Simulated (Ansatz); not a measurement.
Which YAML input does this script hand to the engine? (Ansatz's Python interface)

The script, `scf.py`:
```python
"""SCF run for Mg3Mn."""

from pathlib import Path
import json

import ansatz as az
from ase import Atoms
import numpy as np

atoms = Atoms(
    ["Mg", "Mg", "Mg", "Mn"],
    scaled_positions=[
        [0.5, 0.5, 0.0],
        [0.5, 0.0, 0.5],
        [0.0, 0.5, 0.5],
        [0.0, 0.0, 0.0],
    ],
    cell=[
        [4.297571, 0.0, 0.0],
        [0.0, 4.297571, 0.0],
        [0.0, 0.0, 4.297571],
    ],
    pbc=True,
)
atoms.set_initial_magnetic_moments([0.0, 0.0, 0.0, 4])
mg3mn = az.Crystal.from_ase(atoms)

# settings of the run
base = (
    mg3mn.calculation()
    .functional("pbesol")
    .accuracy("low")
    .kpoints(4, 4, 4)
    .occupations("gaussian", width=0.01)
    .spin("collinear")
    .mixing("anderson", beta=0.1)
    .scf(lower_state_search="light")
    .bader_charges()
    .density()
    .potential()
    .electron_localization_function()
    .output_files(volumetric_format="npy")
)
session = base.session()
planned = session.plan(threads=1)
out = planned.execute()
rep = out.report

energy = rep["free_energy_ev"]
print("Mg3Mn: {:.6f} eV = {:.6f} Ry = {:.6f} Ha".format(energy, energy / 13.605693, energy / 27.211386))
print("Fermi level {:.4f} eV, {} k-points, {} symmetry operations".format(rep["fermi_energy_ev"], rep["n_kpoints"], rep["n_symmetry_ops"]))

print("site moments (muB):", [round(m, 2) for m in rep["site_moments_mub"]])
print("electrons up, down:", [round(n, 3) for n in rep["spin_occupation_sums"]])

charges = out.bader_charges()
for atom in charges.atoms:
    print(f"Bader charge {atom.symbol:2s} {atom.partial_charge_e:+.3f} e")

folder = Path(out.write_results("fields"))
for name in sorted(p.name for p in folder.glob("*.npy")):
    field = np.load(folder / name)
    print(f"{name:16s} {str(field.shape):16s} min {field.min():10.4f}  mean {field.mean():10.4f}  max {field.max():10.4f}")

keep = ["free_energy_ev", "energy_sigma0_ev", "fermi_energy_ev", "n_iterations", "converged", "magnetization_mub", "n_kpoints"]
with open("mg3mn.json", "w") as handle:
    json.dump({key: rep[key] for key in keep}, handle, indent=1)
```

```console
$ python scf.py
DeckWarning: basis.ecutwfc = 420 eV, auto-derived from the records' recommended cutoffs: set by Mg (normal level)
Mg3Mn: -9603.831531 eV = -705.868605 Ry = -352.934302 Ha
Fermi level 7.4821 eV, 10 k-points, 48 symmetry operations
site moments (muB): [-0.02, -0.02, -0.02, 3.89]
electrons up, down: [24.5, 20.5]
Bader charge Mg +0.836 e
Bader charge Mg +0.836 e
Bader charge Mg +0.836 e
Bader charge Mn -2.507 e
elf.npy          (30, 30, 30)     min     0.0495  mean     0.3551  max     0.9048
elf_dn.npy       (30, 30, 30)     min     0.0494  mean     0.3731  max     0.9061
elf_up.npy       (30, 30, 30)     min     0.0459  mean     0.3368  max     0.9035
rho.npy          (30, 30, 30)     min     0.0931  mean     0.5669  max    31.4021
rho_spin.npy     (30, 30, 30)     min    -0.0083  mean     0.0504  max     7.6035
v_es.npy         (30, 30, 30)     min   -93.9142  mean     2.4993  max    11.2493
v_tot_dn.npy     (30, 30, 30)     min  -113.0907  mean    -6.5117  max     3.1432
v_tot_up.npy     (30, 30, 30)     min  -112.9942  mean    -6.7498  max     3.6415
```
(Warnings from the package without file and line.)

`input.yaml`:
```yaml
crystal:
  lattice:
    - [4.297571, 0.0, 0.0]
    - [0.0, 4.297571, 0.0]
    - [0.0, 0.0, 4.297571]
  atoms:
    - { symbol: Mg, position: [0.5, 0.5, 0.0], spin: 0.0 }
    - { symbol: Mg, position: [0.5, 0.0, 0.5], spin: 0.0 }
    - { symbol: Mg, position: [0.0, 0.5, 0.5], spin: 0.0 }
    - { symbol: Mn, position: [0.0, 0.0, 0.0], spin: 4.0 }
accuracy: low
kpoints:
  mp_grid: { grid: [4, 4, 4] }
hamiltonian:
  xc: pbesol
magnetization:
  spin_polarized: true
scf:
  lower_state_search: light
  mixing: { algorithm: anderson, beta: 0.1 }
  occupations: { method: gaussian, width: 0.01 }
output:
  write_density: true
  write_potential: true
  volumetric_format: npy
  elf: true
  bader: true
```

The program run on that file:
```console
$ ansatz run input.yaml --threads 1 --pin off --max-ram 3072MiB --backend cpu --events-out ev --progress --plain --runs-dir out
Engine: ansatz 0.2.0, aarch64-unknown-linux-gnu
Pseudopotentials: kind: paw
Pseudopotential: Mg, paw, valence charge 10, recommended cutoff 420 eV (normal), Mg.paw.azcp
Pseudopotential: Mn, paw, valence charge 15, recommended cutoff 420 eV (normal), Mn.paw.azcp
Functional definition: PBEsol
  exchange = pbesol_x
  correlation = pbesol_c
Crystal: 4 atoms, lattice volume = 79.372 Å³
Basis set: ecut = 420 eV, 1551 PW (Γ)
Bands: 30, of which v1, the nominal top of the filled ones, is band 23 counted from 1 (22 counted from 0)
Symmetry: 48 space group operations
Space group: Pm-3m (ITA 221), of the structure as read, at distance tolerance 4.3e-5 Å
Magnetic group: BNS 221.92 (UNI 1594), of the structure as read, at distance tolerance 4.3e-5 Å
k-points: 10 of 64
Non-local potential: Mg, projectors of the file, l = 0: 3, l = 1: 2, l = 2: 1
Non-local potential: Mn, projectors of the file, l = 0: 3, l = 1: 2, l = 2: 3, l = 3: 1
PAW form: soft (Blöchl's): semilocal exchange-correlation on the pseudo side does not see the compensation charge
PAW frozen core: Mg, regenerated for the run's functional, and the local potential with it (the file was generated under x = pbe(κ = 0.804, μ = 0.2195149727645171), c = pbe(β = 0.06672455060314922))
PAW frozen core: Mn, regenerated for the run's functional, and the local potential with it (the file was generated under x = pbe(κ = 0.804, μ = 0.2195149727645171), c = pbe(β = 0.06672455060314922))
PAW one-centre angular grid: Mg, 110 points (default); XC on 64 Gauss nodes
PAW one-centre angular grid: Mn, 590 points (default); XC on 64 Gauss nodes
Initial density: superposition of atomic densities (chi_scale 0.1, normalization cell)
Starting moments: Σ|m| = 4 μB on 1 of 4 sites
Initial wavefunctions: pseudopotential atomic-orbital guess
Functional: x = pbesol(κ = 0.804, μ = 0.12345679012345678), c = pbesol(β = 0.046)
iter 1 solved again at ethr=1.32e-3 eV; its pass at ethr=3.10e-3 eV (dr2=5.93e-1 eV) is discarded
SCF iter   1: F=—  HF=-9603.496106 eV  |F-HF|=—  |Δ(HF+E_count)|=         —  Δρ=1.29e-2 (↑1.29e-2 ↓7.92e-3)  dr2=5.91e-1  dr2_m=1.49e-2  M=4.000 μB ∫|m|=4.212 μB  β_m=0.40  ethr=1.32e-3  ⟨swp⟩=1.0  Hψ=3297  notcnv=0
Mixer restart at iter 1: flushing history
preconditioner: auto → Resta (q_TF=auto, 2.482 Å⁻¹)  ε∞=7.9  [insulator: Δε(μ)=0.074 eV  Ē_g=5.728 eV  σ=0.010 eV  W_gap=0.67  n_scr=18 (ndim 8)  ℏωp=15.0 eV  f_vac=0.000  D(μ)=4.82/eV (n_scr^D=56)  ε∞_Penn≈7.9]
spin=Collinear: Resta preconditioning applied to the charge; magnetization (m = ρ↑ − ρ↓) channel mixes plain (no charge-response kernel on spin).
SCF iter   2: F=—  HF=-9603.579509 eV  |F-HF|=—  |Δ(HF+E_count)|=   8.34e-2  Δρ=1.05e-2 (↑1.05e-2 ↓7.74e-3)  dr2=5.12e-1  dr2_m=5.08e-3  M=4.000 μB ∫|m|=4.235 μB  β_m=0.40  ethr=1.31e-3  ⟨swp⟩=1.8  Hψ=697  notcnv=0  κ⁻¹=1.0e0(r=1)
SCF iter   3: F=—  HF=-9603.841879 eV  |F-HF|=—  |Δ(HF+E_count)|=   2.62e-1  Δρ=8.89e-3 (↑8.89e-3 ↓7.67e-3)  dr2=1.16e-1  dr2_m=3.76e-2  M=4.000 μB ∫|m|=4.362 μB  β_m=0.40  ethr=1.14e-3  ⟨swp⟩=2.9  Hψ=943  notcnv=0  κ⁻¹=1.6e-4(r=2)
SCF iter   4: F=—  HF=-9603.831498 eV  |F-HF|=—  |Δ(HF+E_count)|=   1.04e-2  Δρ=3.20e-3 (↑1.84e-3 ↓3.20e-3)  dr2=2.88e-2  dr2_m=1.06e-3  M=3.939 μB ∫|m|=4.249 μB  β_m=0.40  ethr=2.58e-4  ⟨swp⟩=2.5  Hψ=972  notcnv=0  defer=33  κ⁻¹=1.9e-5(r=3)
SCF iter   5: F=—  HF=-9603.770074 eV  |F-HF|=—  |Δ(HF+E_count)|=   6.14e-2  Δρ=3.20e-3 (↑2.29e-3 ↓3.20e-3)  dr2=7.42e-3  dr2_m=7.01e-4  M=3.906 μB ∫|m|=4.231 μB  β_m=0.40  ethr=6.39e-5  ⟨swp⟩=2.9  Hψ=909  notcnv=0  defer=38  κ⁻¹=8.5e-6(r=4)
SCF iter   6: F=—  HF=-9603.809464 eV  |F-HF|=—  |Δ(HF+E_count)|=   3.94e-2  Δρ=1.86e-3 (↑1.58e-3 ↓1.86e-3)  dr2=2.15e-3  dr2_m=1.42e-3  M=3.875 μB ∫|m|=4.185 μB  β_m=0.40  ethr=1.65e-5  ⟨swp⟩=2.9  Hψ=1259  notcnv=0  defer=38  κ⁻¹=5.1e-6(r=5)
SCF iter   7: F=—  HF=-9603.815096 eV  |F-HF|=—  |Δ(HF+E_count)|=   5.63e-3  Δρ=1.22e-3 (↑1.22e-3 ↓9.15e-4)  dr2=1.06e-3  dr2_m=3.47e-4  M=3.875 μB ∫|m|=4.198 μB  β_m=0.40  ethr=4.78e-6  ⟨swp⟩=2.0  Hψ=1142  notcnv=0  defer=42  κ⁻¹=3.4e-6(r=6)
SCF iter   8: F=—  HF=-9603.824077 eV  |F-HF|=—  |Δ(HF+E_count)|=   8.98e-3  Δρ=1.18e-3 (↑1.18e-3 ↓5.77e-4)  dr2=2.26e-3  dr2_m=7.99e-5  M=3.877 μB ∫|m|=4.221 μB  β_m=0.40  ethr=2.36e-6  ⟨swp⟩=2.1  Hψ=1164  notcnv=0  defer=42  κ⁻¹=1.4e-6(r=7)
SCF iter   9: F=—  HF=-9603.825212 eV  |F-HF|=—  |Δ(HF+E_count)|=   1.14e-3  Δρ=9.13e-4 (↑9.13e-4 ↓6.38e-4)  dr2=1.95e-3  dr2_m=1.96e-5  M=3.879 μB ∫|m|=4.221 μB  β_m=0.40  ethr=2.36e-6  ⟨swp⟩=2.0  Hψ=703  notcnv=0  defer=42  κ⁻¹=2.9e-6(r=7)
SCF iter  10: F=—  HF=-9603.829830 eV  |F-HF|=—  |Δ(HF+E_count)|=   4.62e-3  Δρ=1.22e-3 (↑1.01e-3 ↓1.22e-3)  dr2=1.57e-4  dr2_m=8.67e-4  M=3.948 μB ∫|m|=4.254 μB  β_m=0.40  ethr=2.36e-6  ⟨swp⟩=2.5  Hψ=1091  notcnv=0  defer=42  κ⁻¹=3.0e-7(r=7)
SCF iter  11: F=—  HF=-9603.830124 eV  |F-HF|=—  |Δ(HF+E_count)|=         —  Δρ=1.15e-3 (↑8.74e-4 ↓1.15e-3)  dr2=2.19e-4  dr2_m=6.95e-4  M=3.977 μB ∫|m|=4.264 μB  β_m=0.40  ethr=3.48e-7  ⟨swp⟩=1.8  Hψ=663  notcnv=0  defer=42
Mixer restart at iter 11: flushing history
SCF iter  12: F=—  HF=-9603.830338 eV  |F-HF|=—  |Δ(HF+E_count)|=         —  Δρ=1.05e-3 (↑6.98e-4 ↓1.05e-3)  dr2=3.15e-4  dr2_m=4.94e-4  M=3.993 μB ∫|m|=4.270 μB  β_m=0.40  ethr=3.48e-7  ⟨swp⟩=1.0  Hψ=600  notcnv=0  defer=42
Mixer restart at iter 12: flushing history
SCF iter  13: F=—  HF=-9603.830535 eV  |F-HF|=—  |Δ(HF+E_count)|=   1.98e-4  Δρ=8.28e-4 (↑4.79e-4 ↓8.28e-4)  dr2=3.42e-4  dr2_m=2.49e-4  M=3.999 μB ∫|m|=4.272 μB  β_m=0.40  ethr=3.48e-7  ⟨swp⟩=1.1  Hψ=604  notcnv=0  defer=42  κ⁻¹=1.0e0(r=1)
SCF iter  14: F=—  HF=-9603.830912 eV  |F-HF|=—  |Δ(HF+E_count)|=   3.77e-4  Δρ=3.43e-4 (↑3.43e-4 ↓2.49e-4)  dr2=2.95e-4  dr2_m=5.97e-6  M=4.000 μB ∫|m|=4.272 μB  β_m=0.40  ethr=3.48e-7  ⟨swp⟩=2.0  Hψ=790  notcnv=0  defer=42  κ⁻¹=7.2e-4(r=2)
SCF iter  15: F=—  HF=-9603.830977 eV  |F-HF|=—  |Δ(HF+E_count)|=   6.52e-5  Δρ=1.06e-3 (↑8.57e-4 ↓1.06e-3)  dr2=1.70e-4  dr2_m=6.35e-4  M=3.999 μB ∫|m|=4.273 μB  β_m=0.40  ethr=3.48e-7  ⟨swp⟩=2.0  Hψ=1103  notcnv=0  defer=42  κ⁻¹=1.2e-4(r=3)
[... 7 lines left out ...]
SCF iter  23: F=—  HF=-9603.831531 eV  |F-HF|=—  |Δ(HF+E_count)|=   7.25e-8  Δρ=8.12e-6 (↑4.41e-6 ↓8.12e-6)  dr2=5.96e-8  dr2_m=1.24e-8  M=4.000 μB ∫|m|=4.274 μB  β_m=0.40  ethr=3.69e-10  ⟨swp⟩=1.6  Hψ=638  notcnv=0  defer=42  κ⁻¹=2.4e-6(r=7)
SCF iter  24: F=—  HF=-9603.831531 eV  |F-HF|=—  |Δ(HF+E_count)|=   4.60e-8  Δρ=3.26e-6 (↑2.82e-6 ↓3.26e-6)  dr2=1.56e-8  dr2_m=4.02e-10  M=4.000 μB ∫|m|=4.274 μB  β_m=0.40  ethr=1.32e-10  ⟨swp⟩=2.0  Hψ=709  notcnv=0  defer=42  κ⁻¹=2.5e-6(r=7)
SCF iter  25: F=—  HF=-9603.831531 eV  |F-HF|=—  |Δ(HF+E_count)|=   3.97e-8  Δρ=2.17e-6 (↑2.17e-6 ↓1.97e-6)  dr2=3.37e-9  dr2_m=4.56e-10  M=4.000 μB ∫|m|=4.274 μB  β_m=0.40  ethr=3.47e-11  ⟨swp⟩=2.0  Hψ=738  notcnv=0  defer=42  κ⁻¹=2.6e-6(r=7)
SCF iter  26: F=-9603.831531 eV  HF=-9603.831531 eV  |F-HF|=2.74e-8  |Δ(HF+E_count)|=   1.44e-8  Δρ=3.21e-6 (↑2.32e-6 ↓3.21e-6)  dr2=3.29e-8  dr2_m=2.65e-10  M=4.000 μB ∫|m|=4.274 μB  ethr=7.48e-12  ⟨swp⟩=5.5  Hψ=2339  notcnv=0
SCF 1 converged in 26 iterations: F = -9603.831531 eV  dr2 = 3.29e-8
  greatest PAW one-centre occupation: 1.002 electrons in one spin orbital (limit 2), on the Mn atom at site 3 (counted from 0), in its partial waves of l = 1
this state was not tested for a lower state beside it, because the mixer in use, unlike msr1, does not test its closes by its own steps (another_mixer; see scf.mixing.algorithm and scf.lower_state_search)
SCF converged after 26 iterations
Magnetization: 4.0000 μB (24.5000 up, 20.5000 down)
Absolute magnetization: 4.2748 μB (∫|ρ↑−ρ↓|, with the PAW one-centre terms)
Spin contamination: 0.1882 ħ² per cell (⟨S²⟩ above its minimum at these occupations)
Per-site moments (μB) at R_I (Å): [(-0.018766094855505403, 1.253522158651394), (-0.01876609485550471, 1.253522158651394), (-0.018766094855504976, 1.253522158651394), (3.8890016050678424, 1.253522158651394)]
Free energy (F): -9603.831531 eV
Harris-Foulkes:  -9603.831531 eV  (|F-HF|=2.74e-8)
Internal energy: -9603.831290 eV  (E = F + TS)
E sigma→0 (E₀):  -9603.831411 eV
Entropy (-TS):   -0.000241 eV (-0.060 meV/atom)
Fermi energy:    7.482130 eV
--- Per-component energies (eV) ---
  E_band       = -1350.327918
  E_kinetic    = 526.026607
  E_local      = -7013.620660  (includes V_loc(G=0)·N_el)
  E_nonlocal   = 539.425253
  E_hartree    = 2616.882436
  E_xc         = -195.411975
  E_vxc        = -252.022403  (∫ρ·V_xc dr)
  E_paw        = -2118.080226  (= ΣΔE_a)
  E_vpaw       = -383.890324  (= ΣTr[D̂ρ^β])
  E_aug_tail   = -0.000019  (compensation charges beyond the density's cutoff)
  E_ewald      = -3959.398945
  E_core_change = 0.346237  (= ΣΔE_core)
  E_smearing   = -0.000241  (= −TS)
  E_closure    = -0.000000  (closes the sum)
  Σ components = -9603.831531   (vs F -9603.831531, Δ=0.00e0)
--- Band table (eV; the first three rows and the last of 20) ---
  k-point 0 ↑: bands = ["-73.4045", "-67.6825", "-67.6765", "-67.6765", "-42.2743", "-42.2743", "-42.2743", "-34.6547", "-34.6547", "-34.6547", "-34.6055", "-34.6055", "-34.6055", "-34.6028", "-34.6028", "-34.6028", "0.2362", "4.5792", "4.5792", "5.0453", "5.0453", "5.0453", "7.6669", "7.6669", "7.6669", "8.4800", "10.4249", "10.4249", "15.4428", "15.4428"]
  k-point 1 ↑: bands = ["-73.4045", "-67.6818", "-67.6773", "-67.6765", "-42.2745", "-42.2743", "-42.2743", "-34.6528", "-34.6528", "-34.6512", "-34.6068", "-34.6065", "-34.6065", "-34.6056", "-34.6037", "-34.6037", "0.7544", "4.2307", "4.6317", "4.9248", "4.9248", "5.0581", "5.5708", "8.2648", "8.2648", "9.3524", "10.7808", "12.3483", "12.3483", "13.0766"]
  k-point 2 ↑: bands = ["-73.4045", "-67.6805", "-67.6785", "-67.6765", "-42.2747", "-42.2743", "-42.2743", "-34.6507", "-34.6507", "-34.6469", "-34.6117", "-34.6083", "-34.6083", "-34.6058", "-34.6040", "-34.6040", "2.1939", "2.3177", "4.6849", "4.8232", "4.8232", "5.0710", "5.2726", "9.5283", "9.5283", "9.7964", "10.2661", "10.2661", "11.6821", "12.2666"]
  k-point 9 ↓: bands = ["-69.4582", "-67.6850", "-67.6850", "-67.6850", "-38.3916", "-38.3916", "-38.3916", "-34.6814", "-34.6348", "-34.6348", "-34.6348", "-34.6323", "-34.6323", "-34.6025", "-34.6025", "-34.6025", "5.8086", "5.8086", "5.8086", "5.8622", "6.2812", "6.2812", "6.2812", "7.4384", "8.6990", "8.6990", "10.0384", "10.0384", "10.0384", "19.9342"]
--- Bader charges: 4 sites ---
  site symbol  charge [e]  shift [e]    m [muB]
     0     Mg      0.8356     0.0000    -0.0111
     1     Mg      0.8356     0.0000    -0.0111
     2     Mg      0.8356     0.0000    -0.0111
     3     Mn     -2.5069     0.0001     4.0333
  estimated error of the sums over rays = 1.8e-4 e
```

Reading the output:
- The settings weren't tested for convergence.
- Other magnetic orders than the one started from may lie lower.
- For a metal this k-point mesh is coarse: on a finer one energies can move by several to tens of meV an atom and pressures by half a GPa or more, differences at one mesh by less.
- An absolute Fermi energy rests on an arbitrary zero of the periodic potential and has no direct meaning.
- Densities and potentials on the grid are those of the valence electrons, and inside the cores they hang on the potentials used.
- This cell is a computed structure, which may not be the phase found in nature.
- Cost: about 30 core-seconds.

(Lines on the test bed's own set-up are left out of the output.)
